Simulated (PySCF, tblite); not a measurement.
# C4H4BrF2O radical: geometry, infrared bands and EPR parameters

What infrared bands and EPR parameters should C4H4BrF2O radical (`O[C@@]1(C(F)(F)Br)[CH]C1`) show?

Computed with tblite 0.8.0 and PySCF 2.14.0, with density-fitted response routines of our own, on a single molecule in the gas phase. Atoms are numbered from 0 throughout.

## 1. The starting structure

12 atoms, charge 0, multiplicity 2; geometry from: force field or distance geometry start.

Bonds of the start (Å): O0–C1 1.46, C1–C2 1.54, C2–F3 1.34, C2–F4 1.36, C2–Br5 1.94, C1–C6 1.45, C6–C7 1.44, C7–C1 1.49, O0–H8 0.98, C6–H9 1.09, C7–H10 1.08, C7–H11 1.09.

## 2. Relaxing the molecule with GFN2-xTB

The job: settings as JSON, then the geometry in Å.

```
{"job": {"kind": "relax", "xc": "GFN2-xTB", "basis": "xTB"}, "charge": 0, "multiplicity": 2}
O      0.100400     1.190700     1.197100
C     -0.053400     0.123700     0.217000
C      1.277600    -0.510400    -0.214400
F      1.963000    -0.869000     0.884700
F      1.062200    -1.638300    -0.937300
Br     2.312900     0.758900    -1.255600
C     -1.248100    -0.705200     0.239600
C     -1.161800     0.322800    -0.765700
H      0.598000     0.885500     1.978800
H     -1.967400    -0.683800     1.060700
H     -1.831400     1.164400    -0.647600
H     -1.050800    -0.040000    -1.783300
```

Run with:

```bash
$ OMP_NUM_THREADS=1 python probes_run.py task.json out
```

One launch serves the whole session: the jobs run in the order shown.

**Question.** This job is followed by: GFN2-xTB harmonic vibrations, gas phase; UKS B3LYP, def2-TZVP-core on Br, pcH-1 on C F H O, non-relativistic, mean-field spin-orbit, GIAO. Predict these results of the whole session: strongest single infrared mode (GFN2-xTB); zero-point energy (GFN2-xTB); g(iso) (B3LYP); ⟨S²⟩; largest a(iso); potential on the surface of density 0.002 e/bohr³, 1st and 99th percentile.

As calculated:

| quantity | value |
| --- | --- |
| strongest single infrared mode (GFN2-xTB) | 1068 cm⁻¹, 160 km/mol |
| zero-point energy (GFN2-xTB) | 44.2 kcal/mol |
| g(iso) (B3LYP) | 2.00294 |
| ⟨S²⟩ | 0.753 (exact 0.75) |
| largest a(iso) | 13C on C6, 259.0 MHz |
| potential on the surface of density 0.002 e/bohr³, 1st and 99th percentile | -1.16 V and 2.42 V |

In words: The optimisation took 65 steps and gained 0.235 eV; among the close pairs (by a distance rule), O0–C1 changed most, from 1.457 to 1.387 Å. No mode is imaginary among the 30: a minimum at this level. The strongest single mode, at 1068 cm⁻¹, has its largest shares on C2, C1 and F4 (the list is cut at 3 atoms). GFN2-xTB is a fitted tight-binding method: band positions and strengths are rough. Its intensities can rank the bands wrongly. C6 carries the largest spin population, 0.95 e. The isotropic g lies 0.6 ppt above the free-electron value. The hyperfine terms hold no scalar relativity, which the heavier nuclei need. These values are for one conformer; the search (at its own cheap level) found 2 more, at 0.17, 1.38 kcal/mol, and measured spectra average over such forms.
